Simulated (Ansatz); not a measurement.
# CH₆BNSi: basis-set convergence

An exercise on one series of results from a longer session: the logs are not shown, and one member is left open.

Computed with Ansatz 0.2.0, Gaussian basis. Level: one geometry, several basis sets.

Plan: PBE0-D4/def2-SVP; ωB97M-V/def2-SVP; PBE0-D4/def2-QZVPP; ωB97M-V/def2-QZVPP; the functionals' def2-TZVPP values are taken from earlier runs.

**The geometry**

The geometry comes from an earlier relaxation with PBE0-D4 in a triple-zeta def2 set; it is a stationary point, not always the lowest conformer.

SMILES `BN1C[SiH2]1`, 10 atoms, charge 0, spin multiplicity 1.

Atoms are counted from 1 here; the program's logs count them from 0.

Bond lengths: B1–N2 1.386 Å, B1–H5 1.199 Å, B1–H6 1.200 Å, N2–C3 1.484 Å, N2–Si4 1.714 Å, C3–Si4 1.837 Å, C3–H7 1.088 Å, C3–H8 1.088 Å, Si4–H9 1.478 Å, Si4–H10 1.478 Å. Angles: N2–B1–H5 118.6°, N2–B1–H6 119.6°, H5–B1–H6 121.7°, B1–N2–C3 134.1°, B1–N2–Si4 156.2°, C3–N2–Si4 69.7°, N2–C3–Si4 61.0°, N2–C3–H7 115.1°, N2–C3–H8 115.2°, Si4–C3–H7 120.7°, Si4–C3–H8 120.7°, H7–C3–H8 113.4°, N2–Si4–C3 49.3°, N2–Si4–H9 118.2°, N2–Si4–H10 118.2°, C3–Si4–H9 121.2°, C3–Si4–H10 121.2°, H9–Si4–H10 113.6°.

The first run:

Contents of in.yaml:

```yaml
crystal:
  periodic: [false, false, false]
  atoms:
    - {symbol: B, position_ang: [-1.356037, 0.256417, -1.050352]}
    - {symbol: N, position_ang: [-0.250217, 0.123804, -0.224594]}
    - {symbol: C, position_ang: [0.336022, -1.002359, 0.544631]}
    - {symbol: Si, position_ang: [1.153241, 0.641875, 0.611100]}
    - {symbol: H, position_ang: [-1.579860, 1.325836, -1.543590]}
    - {symbol: H, position_ang: [-2.062007, -0.692360, -1.254059]}
    - {symbol: H, position_ang: [0.754002, -1.805926, -0.058082]}
    - {symbol: H, position_ang: [-0.267090, -1.356657, 1.377946]}
    - {symbol: H, position_ang: [0.982808, 1.534909, 1.777003]}
    - {symbol: H, position_ang: [2.372139, 0.923361, -0.176901]}
basis:
  gaussian: {orbitals: def2-SVP}
hamiltonian: {xc: pbe0, dispersion: d4}
output: {orbitals: {seedname: orbitals}}
```

Started as:

```sh
> ansatz run in.yaml --threads 2 --pin off --events-out ev --progress --plain --max-ram 4352MiB
```

Among the steps run: PBE0-D4 in def2-SVP; ωB97M-V in def2-SVP; PBE0-D4 in def2-QZVPP; ωB97M-V in def2-QZVPP.

One of the session's tables, all rows but one given; the rest of the session is left out.

```
functional       basis  HOMO (eV)  LUMO (eV)
   PBE0-D4    def2-SVP      -8.00      -0.06
   PBE0-D4  def2-TZVPP      -8.04      -0.42
   PBE0-D4  def2-QZVPP      -8.05      -0.53
   ωB97M-V    def2-SVP     -10.27       1.91
   ωB97M-V  def2-TZVPP     -10.33       1.29
   ωB97M-V  def2-QZVPP          ?          ?
```

Q: Estimate the row for ωB97M-V, def2-QZVPP from the others.

The run gave: HOMO (eV): -10.34; LUMO (eV): 1.00. In the column «HOMO (eV)» it is the lowest.
